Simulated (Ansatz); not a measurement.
# BaMnGe: the cost of one run

Program: Ansatz 0.2.0. Level of theory: DFT PBEsol, scalar-relativistic, plane waves, PAW. These are calculated values, not measurements.

1 further run of the same task is left out (set aside as unsound or not needed).

## 1. Starting point

The structure is tetragonal, space group P4/nmm (No. 129). The conventional cell has a = 4.500 Å, b = 4.500 Å, c = 7.920 Å, α = 90.00°, β = 90.00°, γ = 90.00°. Around Ba (site symmetry 4mm) lie 5 Ge at 3.37 to 3.78 Å and 4 Mn at 3.46 Å. Mn (site symmetry -4m2) is surrounded by 4 Ge at 2.71 Å. Around Ge (site symmetry 4mm) lie 4 Mn at 2.71 Å.

Structure file:

```cif
data_structure
_symmetry_space_group_name_H-M 'P 1'
_symmetry_Int_Tables_number 1
_cell_length_a 4.5000
_cell_length_b 4.5000
_cell_length_c 7.9200
_cell_angle_alpha 90.000
_cell_angle_beta 90.000
_cell_angle_gamma 90.000
_cell_volume 160.38
loop_
_atom_site_label
_atom_site_type_symbol
_atom_site_fract_x
_atom_site_fract_y
_atom_site_fract_z
_atom_site_occupancy
Ba1 Ba 0.50000 0.00000 0.66800 1
Ba2 Ba 0.00000 0.50000 0.33200 1
Mn1 Mn 0.00000 0.00000 0.00000 1
Mn2 Mn 0.50000 0.50000 0.00000 1
Ge1 Ge 0.50000 0.00000 0.19050 1
Ge2 Ge 0.00000 0.50000 0.80950 1
```

Source of the structure: the Crystallography Open Database.

(A quick probe on a coarse mesh, which set the mesh and smearing, is not shown.)

## 3. Rough relaxation on the coarse mesh

Input file input.yaml:

```yaml
crystal:
  lattice:
    - [4.5, 0.0, 0.0]
    - [0.0, 4.5, 0.0]
    - [0.0, 0.0, 7.92]
  atoms:
    - { symbol: Ba, position: [0.5, 0.0, 0.668] }
    - { symbol: Ba, position: [0.0, 0.5, 0.332] }
    - { symbol: Mn, position: [0.0, 0.0, 0.0], spin: 4.25 }
    - { symbol: Mn, position: [0.5, 0.5, 0.0], spin: 4.25 }
    - { symbol: Ge, position: [0.5, 0.0, 0.1905] }
    - { symbol: Ge, position: [0.0, 0.5, 0.8095] }
basis:
  ecutwfc: 420
kpoints:
  mp_grid: { grid: [4, 4, 4] }
hamiltonian:
  xc: pbesol
scf:
  occupations: { method: gaussian, width: 0.1 }
output:
  forces: true
  stress: true
  eigenvalues: true
  populations: true
magnetization:
  spin_polarized: true
relax:
  adjacent_minimum: "off"
  f_tol: 0.05
  max_steps: 80
  cell: { stress_tol: 0.5 }
```

Launch:

```bash
$ ansatz run input.yaml --threads 1 --pin off --max-ram 2560MiB --backend cpu --events-out ev --progress --plain --runs-dir out
```

What time and memory should one allow on 1 thread of Arm Neoverse V1, shared host?

About 3.6 min, with a peak of 0.61 GiB.
